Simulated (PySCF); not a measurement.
**AlI⁻ with other numerical set-ups**

The method stays; parts of the set-up, such as the basis or the Hamiltonian, are changed.

Computed with PySCF 2.14.0. Level: each script names its method and basis.

4 further runs of the same task are left out: 4 that didn't finish.

## (1) Starting geometry

AlI⁻: 2 atoms, charge -1, spin multiplicity 2.

Bond lengths: Al1–I2 2.345 Å.

## (2) The base run

input.py

```python
from pyscf import gto, dft

mol = gto.M(
    atom='Al 0 0 0; I 0 0 2.345',
    basis='sbkjc',
    ecp={'Al': 'sbkjc', 'I': 'sbkjc'},
    charge=-1,
    spin=1,
    verbose=4,
)
mf = dft.ROKS(mol, xc='bp86')
mf.kernel()
mf.dip_moment()
print('orbital energies (hartree):', mf.mo_energy[..., max(0, mol.nelec[1]-3):mol.nelec[0]+3].round(4))
```

Command:

```
> OMP_NUM_THREADS=1 python input.py
```

The log of this run is left out.

In short: E(SCF) = -13.517229 Eh, 7 cycles.

The bond length is a typed value, not an optimised one. The dipole of an ion depends on the origin.

## (3) Def2-svpd

Run 1 changes basis set: sbkjc → def2-svpd. The core potential changes with it: totals don't compare.

input.py

```python
from pyscf import gto, dft

mol = gto.M(
    atom='Al 0 0 0; I 0 0 2.345',
    basis='def2-svpd',
    ecp={'I': 'def2-svpd'},
    charge=-1,
    spin=1,
    verbose=4,
)
mf = dft.ROKS(mol, xc='bp86')
mf.kernel()
mf.dip_moment()
print('orbital energies (hartree):', mf.mo_energy[..., max(0, mol.nelec[1]-3):mol.nelec[0]+3].round(4))
```

Command:

```
> OMP_NUM_THREADS=1 python input.py
```

## (4) Lanl2dz

Run 2 changes basis set: sbkjc → lanl2dz. The core potential changes with it: totals don't compare.

Edit input.py of step 2 so:

```diff
@@ -4,4 +4,4 @@
     atom='Al 0 0 0; I 0 0 2.345',
-    basis='sbkjc',
-    ecp={'Al': 'sbkjc', 'I': 'sbkjc'},
+    basis='lanl2dz',
+    ecp={'Al': 'lanl2dz', 'I': 'lanl2dz'},
     charge=-1,
```

## (5) Density fitting auto

Run 3 changes density fitting: none → auto.

Edit input.py of step 2 so:

```diff
@@ -11,2 +11,3 @@
 mf = dft.ROKS(mol, xc='bp86')
+mf = mf.density_fit()
 mf.kernel()
```

## (6) Cartesian functions on

Run 4 changes Cartesian functions: off → on.

Edit input.py of step 2 so:

```diff
@@ -8,2 +8,3 @@
     spin=1,
+    cart=True,
     verbose=4,
```

**Question.** What will these runs give? Wanted: for each run, E(SCF); from base.

**Answer**, as computed:

```csv
run,E(SCF) (hartree),from base (eV),cycles,functions
base,-13.517229,0,7,16
def2-svpd,-540.244537,not comparable,16,59
lanl2dz,-13.450782,not comparable,8,16
density fitting auto,-13.517468,-0.0065,7,16
Cartesian functions on,-13.517229,0.0000,7,16
```

**Reading.** No change of the SCF energy comes from Cartesian functions on. The basis has no d shells, so the Cartesian switch can't act. The dearest run is “def2-svpd”, at 5.6 s against 0.99 s.
